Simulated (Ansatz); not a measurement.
# Ta: the cost of one run

Method: DFT PBEsol, scalar-relativistic, plane waves, PAW, in Ansatz 0.2.0.

This is Ta in the fcc structure; at room conditions it is bcc.

2 further runs of the same task are left out: 1 that didn't finish, 1 set aside as unsound or not needed.

**1. The system as given**

It takes space group Fm-3m (No. 225, cubic). Conventional cell: a = 4.176 Å, b = 4.176 Å, c = 4.176 Å, α = 90.00°, β = 90.00°, γ = 90.00°. Ta (site symmetry m-3m) is surrounded by 12 Ta at 2.95 Å.

As a file:

```cif
data_structure
_symmetry_space_group_name_H-M 'Fm-3m'
_symmetry_Int_Tables_number 225
_cell_length_a 4.1756
_cell_length_b 4.1756
_cell_length_c 4.1756
_cell_angle_alpha 90.000
_cell_angle_beta 90.000
_cell_angle_gamma 90.000
_cell_volume 72.80
loop_
_atom_site_label
_atom_site_type_symbol
_atom_site_symmetry_multiplicity
_atom_site_Wyckoff_symbol
_atom_site_fract_x
_atom_site_fract_y
_atom_site_fract_z
_atom_site_occupancy
Ta1 Ta 4 a 0.00000 0.00000 0.00000 1
```

This cell was relaxed beforehand with the same method: volume 18.20 Å³/atom, gap on the mesh none (metal).

**2. The undisturbed cell**

The input, input.yaml:

```yaml
crystal:
  lattice:
    - [0.0, 2.0877952333, 2.0877952333]
    - [2.0877952333, 0.0, 2.0877952333]
    - [2.0877952333, 2.0877952333, 0.0]
  atoms:
    - { symbol: Ta, position: [0.0, 0.0, 0.0] }
basis:
  ecutwfc: 420
kpoints:
  mp_grid: { grid: [24, 24, 24] }
hamiltonian:
  xc: pbesol
scf:
  occupations: { method: gaussian, width: 0.15 }
output:
  forces: true
  stress: true
  eigenvalues: true
```

What time and memory should one allow on 1 thread of an Arm CPU, shared host?

About 5.6 s, with a peak of 0.35 GiB.
